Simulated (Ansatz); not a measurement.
**YNi2B2C: further runs on the relaxed cell**

An exercise on one series of results from a longer session: the logs are not shown, and one member is left open.

Computed with Ansatz 0.2.0 (DFT PBEsol, scalar-relativistic, plane waves, PAW, unless a step's input says otherwise).

1 further run of the same task is left out (set aside as unsound or not needed).

### Starting point

Symmetry: I4/mmm, No. 139, tetragonal system. The conventional cell has a = 3.502 Å, b = 3.502 Å, c = 10.329 Å, α = 90.00°, β = 90.00°, γ = 90.00°. Around Y (site symmetry 4/mmm) lie 4 C at 2.48 Å. Ni (site symmetry -4m2) has 4 B at 2.06 Å as nearest neighbours. B (site symmetry 4mm) is surrounded by 1 C at 1.49 Å and 4 Ni at 2.06 Å. Around C (site symmetry 4/mmm) lie 2 B at 1.49 Å.

Structure file:

```
Y Ni B C
1.0
    -1.75084    1.75084    5.16473
     1.75084   -1.75084    5.16473
     1.75084    1.75084   -5.16473
Y Ni B C
1 2 2 1
Direct
  0.50000 0.50000 0.00000
  0.75000 0.25000 0.50000
  0.25000 0.75000 0.50000
  0.14448 0.14448 0.00000
  0.85552 0.85552 0.00000
  0.00000 0.00000 0.00000
```

It goes back to an entry of the Materials Project.

It is the result of an earlier relaxation at this level (volume 10.55 Å³/atom; gap on the mesh: none (metal)).

The first run:

The input, input.yaml:

```yaml
crystal:
  lattice:
    - [-1.7508421628, 1.7508421628, 5.164732038]
    - [1.7508421628, -1.7508421628, 5.164732038]
    - [1.7508421628, 1.7508421628, -5.164732038]
  atoms:
    - { symbol: "Y", position: [0.5, 0.5, 0.0] }
    - { symbol: Ni, position: [0.75, 0.25, 0.5] }
    - { symbol: Ni, position: [0.25, 0.75, 0.5] }
    - { symbol: B, position: [0.1444834985, 0.1444834985, 0.0] }
    - { symbol: B, position: [0.8555165015, 0.8555165015, 0.0] }
    - { symbol: C, position: [0.0, 0.0, 0.0] }
basis:
  ecutwfc: 420
kpoints:
  mp_grid: { grid: [14, 14, 14] }
  band_path:
    path:
      - [[0.0, 0.0, 0.0], [0.0, 0.0, 0.5], [0.25, 0.25, 0.25], [0.0, 0.5, 0.0], [0.0, 0.0, 0.0], [0.5, 0.5, -0.5], [0.27873018, 0.72126982, -0.27873018]]
      - [[-0.27873018, 0.27873018, 0.27873018], [0.0, 0.0, 0.0]]
      - [[0.0, 0.0, 0.5], [-0.05746037, 0.05746037, 0.5]]
      - [[0.5, 0.5, -0.05746037], [0.5, 0.5, -0.5]]
    npoints: 14
hamiltonian:
  xc: pbesol
scf:
  occupations: { method: gaussian, width: 0.1 }
  n_extra_bands: 15
output:
  forces: true
  stress: true
  eigenvalues: true
  populations: true
  dos: { projected: true, de: 0.02, nscf_kmesh: { grid: [21, 21, 21] } }
  bader: true
  write_density: true
  write_potential: true
  elf: true
  volumetric_format: npy
```

On the command line:

```bash
> ansatz run input.yaml --threads 2 --pin off --max-ram 5120MiB --backend cpu --events-out ev --progress --plain --runs-dir out
```

Steps of the session up to this table: Electronic structure at the relaxed geometry; The cell scaled to 0.97 of its volume; Volume × 1.03; The cell scaled to 0.94 of its volume; Point at V/V0 = 1.06.

One of the session's tables, all rows but one given; the rest of the session is left out.

It belongs to the step «Energy against volume». 

| volume (Å³/atom) | energy above the lowest point (meV/atom) | pressure (GPa) |
| --- | --- | --- |
| 9.922 | 26.2 | 14.06 |
| 10.238 | 6.1 | 6.47 |
| 10.555 | 0.0 | -0.03 |
| 10.871 | ? | ? |
| 11.188 | 21.6 | -10.30 |

**Question.** Estimate the row for volume (Å³/atom) = 10.871.

Worked estimate for «energy above the lowest point (meV/atom)». A straight line through the neighbours (10.555, 0.0) and (11.188, 21.6) gives 0.0 + (21.6 − 0.0) × (10.871 − 10.555) / (11.188 − 10.555) = 10.8; a parabola fitted to 3 rows on both sides gives 5.2.

The run gave: energy above the lowest point (meV/atom): 5.7; pressure (GPa): -5.58. In «energy above the lowest point (meV/atom)» the line misses by +5.1 and the parabola by -0.5.

Limits of these values: Spin polarisation is off in the runs that give these values; a magnetic solution could lie lower.
